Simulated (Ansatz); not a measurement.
# BaB (rocksalt): other levels of theory at one geometry

How much do the gap and the pressure of BaB (rocksalt) depend on the functional and spin–orbit coupling? The start comes from a prototype table, not from a measured structure.

Computed with Ansatz 0.2.0 (DFT at several levels, plane waves, PAW, unless a step's input says otherwise).

1 further run of the same task is left out (it didn't finish). Runs told in other sessions of the task aren't counted.

### 1 The structure to begin with

Symmetry: Fm-3m, No. 225, cubic system. Conventional cell: a = 6.166 Å, b = 6.166 Å, c = 6.166 Å, α = 90.00°, β = 90.00°, γ = 90.00°. Ba (site symmetry m-3m) has 6 B at 3.08 Å in its first shell of neighbours. B (site symmetry m-3m) is surrounded by 6 Ba at 3.08 Å.

Coordinates:

```
Ba B
1.0
     0.00000    3.08279    3.08279
     3.08279    0.00000    3.08279
     3.08279    3.08279    0.00000
Ba B
1 1
Direct
  0.50000 0.50000 0.50000
  0.00000 0.00000 0.00000
```

An earlier run at PBE left this cell at 29.298 Å³/atom and 0.00 GPa (10×10×10 mesh), metallic.

Levels to run: PBE+SOC; r²SCAN; PBEsol; LDA. Hardware: 2 threads of Arm Neoverse V2, shared host.

### 2 PBE+SOC

input.yaml reads:

```yaml
crystal:
  lattice:
    - [0.0, 3.0827929264, 3.0827929264]
    - [3.0827929264, 0.0, 3.0827929264]
    - [3.0827929264, 3.0827929264, 0.0]
  atoms:
    - { symbol: Ba, position: [0.5, 0.5, 0.5] }
    - { symbol: B, position: [0.0, 0.0, 0.0] }
basis:
  ecutwfc: 420
  ecutrho_ratio: 4
kpoints:
  mp_grid: { grid: [10, 10, 10] }
hamiltonian:
  xc: pbe
scf:
  occupations: { method: gaussian, width: 0.05 }
output:
  forces: true
  stress: true
  eigenvalues: true
  populations: true
  dos: { projected: true, de: 0.02 }
  write_density: true
  write_potential: true
  elf: true
  volumetric_format: npy
magnetization:
  noncollinear: true
  spin_orbit: true
```

Launch:

```sh
ansatz run input.yaml --threads 2 --pin off --max-ram 2662MiB --backend cpu --events-out ev --progress --plain --runs-dir out
```

Further steps of the session: r²SCAN; PBEsol; LDA.

What does the calculation give? Wanted: for each run, pressure.

**Answer**, as computed:

| level | mesh | gap on the mesh (eV) | pressure (GPa) | time |
| --- | --- | --- | --- | --- |
| PBE | 10×10×10 | metal | 0.0 | 7 s* |
| LDA | 10×10×10 | metal | -2.8 | 1.3 s |
| PBEsol | 10×10×10 | metal | -1.7 | 1.4 s |
| PBE+SOC | 10×10×10 | metal | 0.0 | 8.2 s* |
| r²SCAN | 10×10×10 | metal | 0.3 | 4 s |

Times are on 2 threads of Arm Neoverse V2, shared host. * Includes bands or densities of states.

The pressure runs from -2.8 GPa (LDA) to 0.3 GPa (r²SCAN); a negative pressure means that level wants a smaller cell, a positive one a larger cell. Every level gives a metal. Total energies of different levels have different zeros and can't be compared.
